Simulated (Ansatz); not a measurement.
# BiTe: the cost of one run

Computed with Ansatz 0.2.0 (DFT PBEsol, scalar-relativistic, plane waves, PAW, unless a step's input says otherwise).

### Step 1. The structure to begin with

Symmetry: Fm-3m, No. 225, cubic system. Conventional cell: a = 6.470 Å, b = 6.470 Å, c = 6.470 Å, α = 90.00°, β = 90.00°, γ = 90.00°. Around Bi (site symmetry m-3m) lie 6 Te at 3.23 Å. Te (site symmetry m-3m) has 6 Bi at 3.23 Å in its first shell of neighbours.

As a file:

```
CELL_PARAMETERS angstrom
0.00000 3.23500 3.23500
3.23500 0.00000 3.23500
3.23500 3.23500 0.00000
ATOMIC_POSITIONS crystal
Bi 0.00000 0.00000 0.00000
Te 0.50000 0.50000 0.50000
```

The cell is taken as given, not relaxed at this level.

### Step 2. The reference cell

Reference values: F = -19143.6658 eV; pressure -1.71 GPa; largest force 0.000 eV/Å; gap on the mesh none (metal). It was computed beforehand with the settings of the runs below.

### Step 3. Next: a trigonal deformation path

At fixed volume and fractional coordinates, lengths along (0.577, 0.577, 0.577) are scaled against those across it; ρ is that ratio over its starting value.

### Step 4. ρ = 0.500

input.yaml

```yaml
crystal:
  lattice:
    - [-1.3586148655, 2.7172297309, 2.7172297309]
    - [2.7172297309, -1.3586148655, 2.7172297309]
    - [2.7172297309, 2.7172297309, -1.3586148655]
  atoms:
    - { symbol: Bi, position: [0.0, 0.0, 0.0] }
    - { symbol: Te, position: [0.5, 0.5, 0.5] }
basis:
  ecutwfc: 420
kpoints:
  mp_grid: { grid: [14, 14, 14] }
hamiltonian:
  xc: pbesol
scf:
  occupations: { method: gaussian, width: 0.15 }
output:
  forces: true
  stress: true
  eigenvalues: true
```

Run with:

```
ansatz run input.yaml --threads 1 --pin off --max-ram 2560MiB --backend cpu --events-out ev --progress --plain --runs-dir out
```

**Question.** How long does this run take on 1 thread of Intel Xeon Platinum 8259CL at 2.50GHz (Skylake/Cascade Lake), shared host, and how much memory does it need?

About 7.6 s, with a peak of 0.47 GiB.
